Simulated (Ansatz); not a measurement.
# Cl₂H₂OSi + NH₃: a complex and its separated parts

The complex below is one end of an elementary step. How strongly is it bound against its free parts?

Method: PBE0-D4/def2-TZVP structures, single points in def2-TZVPP, no counterpoise correction; program: Ansatz 0.2.0, Gaussian basis.

Levels: SPW92, PBE-D4, BLYP-D4, r2SCAN-D4, B97M-V, PBE0-D4, B3LYP-D4, r2SCAN0-D4, BHLYP-D4, CAM-B3LYP-D4, wB97X-V, wB97M-V, B2PLYP, PBE-QIDH, RPA on PBE, Hartree-Fock, MP2, CCSD, CCSD(T).

Cores are frozen in the correlated methods. B3LYP uses VWN-RPA correlation. B2PLYP carries no dispersion term here.

94 further runs of the same task are left out: 94 set aside as unsound or not needed. Runs told in other sessions of the task aren't counted.

### Step 1. Starting geometry

The complex: 10 atoms, charge 0, spin multiplicity 1.

Atoms are counted from 1 here; the program's logs count them from 0.

Bond lengths: Si1–N2 2.040 Å, Si1–Cl3 2.108 Å, Si1–Cl4 2.108 Å, Si1–H5 1.490 Å, Si1–O7 1.663 Å, N2–H6 1.015 Å, N2–H8 1.014 Å, N2–H9 1.015 Å, O7–H10 0.960 Å. Angles: N2–Si1–Cl3 85.1°, N2–Si1–Cl4 85.1°, N2–Si1–H5 179.6°, N2–Si1–O7 80.9°, Cl3–Si1–Cl4 115.6°, Cl3–Si1–H5 95.1°, Cl3–Si1–O7 120.4°, Cl4–Si1–H5 95.1°, Cl4–Si1–O7 120.4°, H5–Si1–O7 98.7°, Si1–N2–H6 109.2°, Si1–N2–H8 111.0°, Si1–N2–H9 109.3°, H6–N2–H8 109.2°, H6–N2–H9 108.9°, H8–N2–H9 109.2°, Si1–O7–H10 111.6°.

Geometry (Å):

```
Si   -0.76824   -0.16897   -0.09682
N     1.26003   -0.14061    0.11524
Cl   -0.37949   -1.08635   -1.95417
Cl   -0.74334   -1.45294    1.57451
H    -2.25054   -0.17913   -0.25078
H     1.49654    0.26543    1.01483
O    -0.54569    1.46722    0.09626
H     1.64357   -1.07745    0.06080
H     1.66552    0.42957   -0.61996
H    -1.37836    1.94325    0.05999
```

Its parts: Cl₂H₂OSi holds atoms 1, 3, 4, 5, 7, 10; NH₃ holds atoms 2, 6, 8, 9. Each part counts its atoms afresh in its own runs.

### Step 2. Relaxing Cl₂H₂OSi alone

relax-a/in.yaml reads:

```yaml
crystal:
  periodic: [false, false, false]
  atoms:
    - {symbol: Si, position_ang: [-0.768236, -0.168970, -0.096818]}
    - {symbol: Cl, position_ang: [-0.379490, -1.086355, -1.954166]}
    - {symbol: Cl, position_ang: [-0.743341, -1.452943, 1.574509]}
    - {symbol: H, position_ang: [-2.250545, -0.179135, -0.250782]}
    - {symbol: O, position_ang: [-0.545691, 1.467218, 0.096263]}
    - {symbol: H, position_ang: [-1.378358, 1.943250, 0.059986]}
basis:
  gaussian: {orbitals: def2-TZVP}
hamiltonian: {xc: pbe0, dispersion: d4}
relax: {f_tol: 0.005, max_steps: 200}
```

The run is started by

```bash
$ ansatz run in.yaml --threads 8 --pin off --events-out ev --progress --plain --max-ram 19148MiB
```

The runs that follow: Relaxing NH₃ alone; SPW92/def2-TZVPP; PBE-D4/def2-TZVPP; BLYP-D4/def2-TZVPP; r2SCAN-D4/def2-TZVPP; B97M-V/def2-TZVPP; PBE0-D4/def2-TZVPP; B3LYP-D4/def2-TZVPP; r2SCAN0-D4/def2-TZVPP; BHLYP-D4/def2-TZVPP; CAM-B3LYP-D4/def2-TZVPP; wB97X-V/def2-TZVPP; wB97M-V/def2-TZVPP; B2PLYP/def2-TZVPP; PBE-QIDH/def2-TZVPP; RPA on PBE/def2-TZVPP; CCSD(T)/def2-TZVPP; Vibrations of Cl₂H₂OSi; Vibrations of NH₃.

**Question.** What will these runs give? Wanted: complex less parts, CCSD(T)/def2-TZVPP; with zero-point energy; largest T1 diagnostic.

**Answer**, as computed:

| quantity | value |
| --- | --- |
| complex less parts, CCSD(T)/def2-TZVPP | -20.6 kJ/mol |
| with zero-point energy | -3.6 kJ/mol |
| largest T1 diagnostic | 0.010 |

In words: At CCSD(T) the complex lies 20.6 kJ/mol below its parts. Among the functionals CAM-B3LYP-D4 lands nearest to CCSD(T) (+1.5 kJ/mol) and SPW92 farthest (-40.1 kJ/mol). By rung, the mean size of the error is: LDA 40.1, GGA 6.8, meta-GGA 4.7, hybrid 5.9, range-separated hybrid 2.7, double hybrid 7.9 kJ/mol. The double hybrids carry no dispersion term here, unlike the levels marked D4 or V. PBE-D4 gives a relative energy 7.7 kJ/mol too low, outside chemical accuracy (1 kcal/mol, 4.2 kJ/mol). No counterpoise was applied, and triple zeta lacks some correlation, so the CCSD(T) reference has a basis error of its own, and close matches with it are partly luck.
